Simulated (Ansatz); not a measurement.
# AsBH5N: the cost of one run

Program: the Python package of Ansatz 0.2.0. Level of theory: PBE/def2-SVP. These are calculated values, not measurements.

### 1 The system

Bond lengths: B1–As2 1.987 Å, As2–N3 1.898 Å, B1–H4 1.123 Å, B1–H5 1.241 Å, As2–H6 1.570 Å, N3–H7 1.099 Å, N3–H8 1.045 Å. Angles: B1–As2–N3 90.5°, B1–As2–H6 93.0°, N3–As2–H6 93.3°, As2–B1–H4 122.2°, As2–B1–H5 120.1°, H4–B1–H5 117.6°, As2–N3–H7 104.8°, As2–N3–H8 105.6°, H7–N3–H8 102.9°.

The script holds or builds the structure itself.

### 2 Script

The input, md_asbh5n.py:

```python
# -*- coding: utf-8 -*-
"""A short Born-Oppenheimer trajectory of AsBH5N."""

import ansatz as az
from ase import Atoms
import numpy as np

SETTINGS = {
    "basis": "def2-SVP",
    "xc": "pbe",
    "n_steps": 20,
    "temperature_k": 800,
}

atoms = Atoms(["B", "As", "N", "H", "H", "H", "H", "H"], positions=[
    (-0.9376, 0.658, -0.8639),
    (0.8691, 0.6411, -0.0375),
    (0.5642, -1.1078, 0.6341),
    (-1.5251, -0.2833, -1.0395),
    (-1.4341, 1.7266, -1.2532),
    (0.3642, 1.3339, 1.2782),
    (1.3659, -1.2697, 1.3685),
    (0.8257, -1.756, -0.1425),
])
molecule = az.Crystal.molecule_from_ase(atoms)

base = (
    molecule.calculation()
    .basis(gaussian=SETTINGS["basis"])
    .functional(SETTINGS["xc"])
    .scf(lower_state_search="light")
)
symbols = [site.symbol for site in molecule.cartesian_sites]
start = np.array([site.position_ang for site in molecule.cartesian_sites], dtype=float)
report = base.relax(force_tolerance=0.02, max_steps=100).run(threads=1).report
end = np.array(report["positions_ang"])
minimum = az.Crystal.molecule()
for symbol, place in zip(symbols, end):
    minimum = minimum.atom(symbol, place.tolist())

# dynamics from the relaxed geometry
base = (
    minimum.calculation()
    .basis(gaussian=SETTINGS["basis"])
    .functional(SETTINGS["xc"])
    .scf(lower_state_search="light")
    .md("nvt_langevin", timestep=0.5, steps=SETTINGS["n_steps"], temperature=SETTINGS["temperature_k"], initial_velocities="maxwell_boltzmann", seed=8, friction=0.05)
)
frames = []
out = base.session().plan().execute(on_event=lambda e: frames.append(e["data"]) if e["event"] == "md_step" else None)
print("t (fs)   E_pot (eV)      E_kin (eV)   T (K)   d(0-1) (A)")
for f in frames[::2]:
    xyz = np.array(f["positions_ang"])
    print(f"{f['time_fs']:6.2f} {f['lagrangian_ev']:14.5f} {f['e_kin_ev']:10.5f} {f['temperature_k']:8.1f} {np.linalg.norm(xyz[0] - xyz[1]):9.4f}")
print("mean temperature", round(float(np.mean([f["temperature_k"] for f in frames])), 1), "K")
```

### 3 What the engine is handed

The package turns the script's settings into the engine's input (first run):

```yaml
crystal:
  periodic: [false, false, false]
  atoms:
    - { symbol: B, position_ang: [-0.9376, 0.658, -0.8639] }
    - { symbol: As, position_ang: [0.8691, 0.6411, -0.0375] }
    - { symbol: "N", position_ang: [0.5642, -1.1078, 0.6341] }
    - { symbol: H, position_ang: [-1.5251, -0.2833, -1.0395] }
    - { symbol: H, position_ang: [-1.4341, 1.7266, -1.2532] }
    - { symbol: H, position_ang: [0.3642, 1.3339, 1.2782] }
    - { symbol: H, position_ang: [1.3659, -1.2697, 1.3685] }
    - { symbol: H, position_ang: [0.8257, -1.756, -0.1425] }
basis:
  gaussian:
    orbitals: def2-SVP
hamiltonian:
  xc: pbe
scf:
  lower_state_search: light
relax:
  f_tol: 0.02
  max_steps: 100
```

### 4 Launch

Started as:

```
python md_asbh5n.py
```

Q: Estimate wall time and peak memory on 1 thread of Arm Neoverse V2, shared host.

About 72 s, with a peak of 0.18 GiB.
